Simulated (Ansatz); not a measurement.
**FH₅OSi₂: a ladder of functionals and wavefunction methods**

An exercise on one series of results from a longer session: the logs are not shown, and one member is left open.

Computed with Ansatz 0.2.0, Gaussian basis. Level: functionals in def2-TZVPP, the program's frozen cores in correlated methods.

Levels to be run: PBE-D4, r2SCAN-D4, PBE0-D4, B3LYP-D4, ωB97X-V, ωB97M-V, B2PLYP; CCSD(T)/def2-TZVPP; CCSD(T)/def2-QZVPP; extrapolation to the limit.

**The relaxed structure**

An earlier PBE0-D4 in a triple-zeta def2 set relaxation fixed the geometry.

SMILES `O[SiH2][SiH2]F`, 9 atoms, charge 0, spin multiplicity 1.

Atoms are counted from 1 here; the program's logs count them from 0.

Bond lengths: O1–Si2 1.655 Å, O1–H5 0.958 Å, Si2–Si3 2.355 Å, Si2–H6 1.492 Å, Si2–H7 1.483 Å, Si3–F4 1.608 Å, Si3–H8 1.487 Å, Si3–H9 1.490 Å. Angles: Si2–O1–H5 117.8°, O1–Si2–Si3 110.2°, O1–Si2–H6 111.7°, O1–Si2–H7 105.8°, Si3–Si2–H6 109.0°, Si3–Si2–H7 111.1°, H6–Si2–H7 109.0°, Si2–Si3–F4 109.8°, Si2–Si3–H8 112.5°, Si2–Si3–H9 110.7°, F4–Si3–H8 107.8°, F4–Si3–H9 107.7°, H8–Si3–H9 108.2°.

Geometry (Å):

```
O    -0.21566    2.01930   -0.33349
Si    0.47869    0.77094    0.50129
Si   -0.46044   -1.27975   -0.17616
F     0.36494   -2.49769    0.47387
H    -0.05056    2.07286   -1.27558
H     1.95512    0.72237    0.29309
H     0.20107    1.03884    1.93339
H    -1.88042   -1.42027    0.24094
H    -0.39274   -1.42659   -1.65734
```

The first run:

File in.yaml:

```yaml
crystal:
  periodic: [false, false, false]
  atoms:
    - {symbol: O, position_ang: [-0.215656, 2.019296, -0.333493]}
    - {symbol: Si, position_ang: [0.478695, 0.770942, 0.501289]}
    - {symbol: Si, position_ang: [-0.460445, -1.279750, -0.176164]}
    - {symbol: F, position_ang: [0.364936, -2.497689, 0.473866]}
    - {symbol: H, position_ang: [-0.050561, 2.072859, -1.275585]}
    - {symbol: H, position_ang: [1.955123, 0.722371, 0.293095]}
    - {symbol: H, position_ang: [0.201071, 1.038836, 1.933391]}
    - {symbol: H, position_ang: [-1.880419, -1.420268, 0.240938]}
    - {symbol: H, position_ang: [-0.392743, -1.426586, -1.657337]}
basis:
  gaussian: {orbitals: def2-TZVPP}
hamiltonian: {xc: pbe, dispersion: d4}
output: {forces: true, orbitals: {seedname: orbitals}}
```

The run is started by

```console
$ ansatz run in.yaml --threads 2 --pin off --events-out ev --progress --plain --max-ram 32768MiB --backend cpu
```

Among the steps run: PBE-D4 (GGA); r2SCAN-D4 (meta-GGA); PBE0-D4 (hybrid); B3LYP-D4 (hybrid); ωB97X-V (range-separated); ωB97M-V (range-separated); B2PLYP (double hybrid); CCSD(T) in def2-TZVPP; CCSD(T) in def2-QZVPP.

One table of the session follows, with a row left open; its other results are not shown here.

| method | atomisation energy (kcal/mol) |
| --- | --- |
| PBE-D4 | 721.9 |
| r2SCAN-D4 | 723.4 |
| PBE0-D4 | 711.7 |
| B3LYP-D4 | 721.2 |
| ωB97X-V | ? |
| ωB97M-V | 724.4 |
| B2PLYP | 715.1 |
| HF/def2-TZVPP | 537.1 |
| MP2/def2-TZVPP | 715.7 |
| CCSD/def2-TZVPP | 698.5 |
| CCSD(T)/def2-TZVPP | 706.6 |
| MP2/CBS | 737.9 |
| CCSD(T)/CBS | 729.0 |

**Question.** Estimate the row for ωB97X-V.

As computed: atomisation energy (kcal/mol): 728.9. In the column «atomisation energy (kcal/mol)» it lies between ωB97M-V (724.4) and CCSD(T)/CBS (729.0).

Limits of these values: Free atoms (1 O, 2 Si, 1 F, 5 H) were run apart at each level; the atomisation energy is their sum less the molecule, without zero-point or spin-orbit terms.
